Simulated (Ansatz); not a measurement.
**C₂H₅FGeSi: up Jacob's ladder to CCSD(T)**

The task here is to estimate one member of a computed series from the others.

The runs use Ansatz 0.2.0, Gaussian basis; functionals in def2-TZVPP, the program's frozen cores in correlated methods.

Plan: PBE-D4, r2SCAN-D4, PBE0-D4, B3LYP-D4, ωB97X-V, ωB97M-V, B2PLYP; CCSD(T)/def2-TZVPP; MP2/def2-QZVPP; extrapolation to the limit.

### Structure used throughout

The geometry comes from an earlier relaxation with PBE0-D4 in a triple-zeta def2 set; it is a stationary point, not always the lowest conformer.

SMILES `F[C]1=[CH][GeH]1[SiH3]`, 10 atoms, charge 0, spin multiplicity 1.

Atoms are counted from 1 here; the program's logs count them from 0.

Bond lengths: F1–C2 1.322 Å, C2–C3 1.312 Å, C2–Ge4 1.905 Å, C3–Ge4 1.951 Å, C3–H6 1.081 Å, Ge4–Si5 2.373 Å, Ge4–H7 1.541 Å, Si5–H8 1.486 Å, Si5–H9 1.484 Å, Si5–H10 1.487 Å. Angles: F1–C2–C3 135.9°, F1–C2–Ge4 152.1°, C3–C2–Ge4 72.0°, C2–C3–Ge4 68.2°, C2–C3–H6 140.7°, Ge4–C3–H6 151.1°, C2–Ge4–C3 39.7°, C2–Ge4–Si5 120.7°, C2–Ge4–H7 117.8°, C3–Ge4–Si5 120.1°, C3–Ge4–H7 117.3°, Si5–Ge4–H7 118.0°, Ge4–Si5–H8 110.2°, Ge4–Si5–H9 108.0°, Ge4–Si5–H10 110.1°, H8–Si5–H9 109.9°, H8–Si5–H10 108.8°, H9–Si5–H10 109.8°.

The first run:

Contents of in.yaml:

```yaml
crystal:
  periodic: [false, false, false]
  atoms:
    - {symbol: F, position_ang: [0.468360, -2.894190, 0.882813]}
    - {symbol: C, position_ang: [0.729585, -1.683587, 0.421076]}
    - {symbol: C, position_ang: [1.643122, -0.768797, 0.641749]}
    - {symbol: Ge, position_ang: [0.361345, -0.199617, -0.715051]}
    - {symbol: Si, position_ang: [-1.345125, 1.354070, -0.161235]}
    - {symbol: H, position_ang: [2.524346, -0.594736, 1.243614]}
    - {symbol: H, position_ang: [0.800973, -0.295831, -2.188652]}
    - {symbol: H, position_ang: [-2.587457, 1.043577, -0.915530]}
    - {symbol: H, position_ang: [-1.601552, 1.253913, 1.297377]}
    - {symbol: H, position_ang: [-0.910398, 2.733998, -0.503062]}
basis:
  gaussian: {orbitals: def2-TZVPP}
hamiltonian: {xc: pbe, dispersion: d4}
output: {forces: true, orbitals: {seedname: orbitals}}
```

Run with:

```
> ansatz run in.yaml --threads 4 --pin off --events-out ev --progress --plain --max-ram 10444MiB
```

Steps of the session up to this table: PBE-D4 (GGA); r2SCAN-D4 (meta-GGA); PBE0-D4 (hybrid); B3LYP-D4 (hybrid); ωB97X-V (range-separated); ωB97M-V (range-separated); B2PLYP (double hybrid); CCSD(T) in def2-TZVPP; MP2 in def2-QZVPP.

One of the session's tables, all rows but one given; the rest of the session is left out.

It belongs to the step «Atomisation energies». 

| method | atomisation energy (kcal/mol) |
| --- | --- |
| PBE-D4 | 821.0 |
| r2SCAN-D4 | 807.1 |
| PBE0-D4 | 803.4 |
| B3LYP-D4 | 797.6 |
| ωB97X-V | 806.0 |
| ωB97M-V | 800.1 |
| B2PLYP | 790.5 |
| HF/def2-TZVPP | 562.6 |
| MP2/def2-TZVPP | ? |
| CCSD/def2-TZVPP | 766.1 |
| CCSD(T)/def2-TZVPP | 782.0 |
| MP2/CBS | 815.5 |
| CCSD(T)/CBS | 802.7 |

**Question.** Estimate the row for MP2/def2-TZVPP.

The run gave: atomisation energy (kcal/mol): 794.8. In the column «atomisation energy (kcal/mol)» it lies between B2PLYP (790.5) and B3LYP-D4 (797.6).

Caveats from the session: Free atoms (1 F, 2 C, 1 Ge, 1 Si, 5 H) were run apart at each level; the atomisation energy is their sum less the molecule, without zero-point or spin-orbit terms.
